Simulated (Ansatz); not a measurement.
A nudged elastic band was laid between two geometries of a periodic cell of 15 atoms, TiW$_{14}$ (host W, host structure bcc, dopant Ti, one W atom removed).

Method: DFT PBE, scalar-relativistic, plane waves, PAW in Ansatz 0.2.0. Settings: PAW set soft_1, cutoff 420 eV, k mesh 3x3x3, gaussian smearing 0.1 eV, no spin polarisation.

```json
{"movable images": "7", "climbing image": "yes", "spring": "5.0 eV/Å²", "optimiser": "fire", "start path": "IDPP", "force threshold": "0.03 eV/Å", "iteration limit": "29", "end points": "relaxed"}
```

First end point:

```xyz
15
Lattice="6.3200 0.0000 0.0000 0.0000 6.3200 0.0000 0.0000 0.0000 6.3200" Properties=species:S:1:pos:R:3
Ti 0.065 0.048 0.055
W 3.169 0.002 0.010
W 0.021 3.151 0.010
W 0.022 0.002 3.158
W 3.143 3.125 0.034
W 3.143 0.027 3.132
W 4.734 1.590 1.597
W 0.045 3.124 3.132
W 1.608 4.716 1.597
W 1.608 1.590 4.724
W 3.172 3.154 3.161
W 4.761 4.743 1.582
W 4.761 1.574 4.750
W 1.593 4.743 4.750
W 4.745 4.727 4.734
```

Last end point:

```xyz
15
Lattice="6.3200 0.0000 0.0000 0.0000 6.3200 0.0000 0.0000 0.0000 6.3200" Properties=species:S:1:pos:R:3
Ti 1.532 1.532 1.532
W 3.184 -0.012 -0.012
W -0.012 3.184 -0.012
W -0.012 -0.012 3.184
W 3.155 3.155 0.005
W 3.155 0.005 3.155
W 4.748 1.576 1.576
W 0.005 3.155 3.155
W 1.576 4.748 1.576
W 1.576 1.576 4.748
W 3.171 3.171 3.171
W 4.773 4.773 1.552
W 4.773 1.552 4.773
W 1.552 4.773 4.773
W 4.744 4.744 4.744
```

Task: Which bonds break or form, and what moves?

Result: The atom that moves furthest is Ti1, by 2.56 Å; four of its nearest neighbours are W7 2.74, W10 2.74, W9 2.74, W13 2.76 Å at the first end and W2 2.74, W3 2.74, W4 2.74, W5 2.76 Å at the last.

Task: Give the energies along the band, and the barrier.

Result: The run converged. The highest image is number 4 of 0 to 8, 1.01 eV above the ends, which have the same energy within 2 meV. By the program's own check the climbing image is a first-order saddle point (lowest curvatures found: -1.89 and 7.87 eV/Å²). Limits of this set-up: coarse k mesh, a small cell, in which the defect meets its images, a typed lattice constant that wasn't relaxed here.

```
image  path coordinate (Å)  energy (eV)  Ti1–W12 (Å)  Ti1–W13 (Å)  Ti1–W14 (Å)
    0                 0.00         0.00         2.76         2.76         2.76
    1                 0.32         0.20         2.88         2.88         2.87
    2                 0.64         0.61         3.03         3.03         3.03
    3                 0.96         0.91         3.21         3.21         3.20
    4                 1.27         1.01         3.40         3.40         3.39
    5                 1.58         0.91         3.60         3.61         3.60
    6                 1.90         0.61         3.83         3.83         3.83
    7                 2.22         0.20         4.08         4.09         4.08
    8                 2.54         0.00         4.35         4.35         4.35
```

Task: What is the geometry of the highest image?

Result: 
```xyz
15
Lattice="6.3200 0.0000 0.0000 0.0000 6.3200 0.0000 0.0000 0.0000 6.3200" Properties=species:S:1:pos:R:3
Ti 0.801 0.787 0.792
W 3.228 -0.035 -0.032
W -0.026 3.216 -0.030
W -0.027 -0.034 3.220
W 3.135 3.126 0.004
W 3.134 0.001 3.129
W 4.692 1.613 1.616
W 0.008 3.127 3.131
W 1.622 4.680 1.618
W 1.622 1.615 4.685
W 3.159 3.151 3.155
W 4.781 4.772 1.582
W 4.781 1.579 4.775
W 1.587 4.774 4.778
W 4.757 4.748 4.751
```

Time of the run: 49 min on 4 threads of Arm Neoverse V1, on a shared host, peak memory 3.2 GiB.
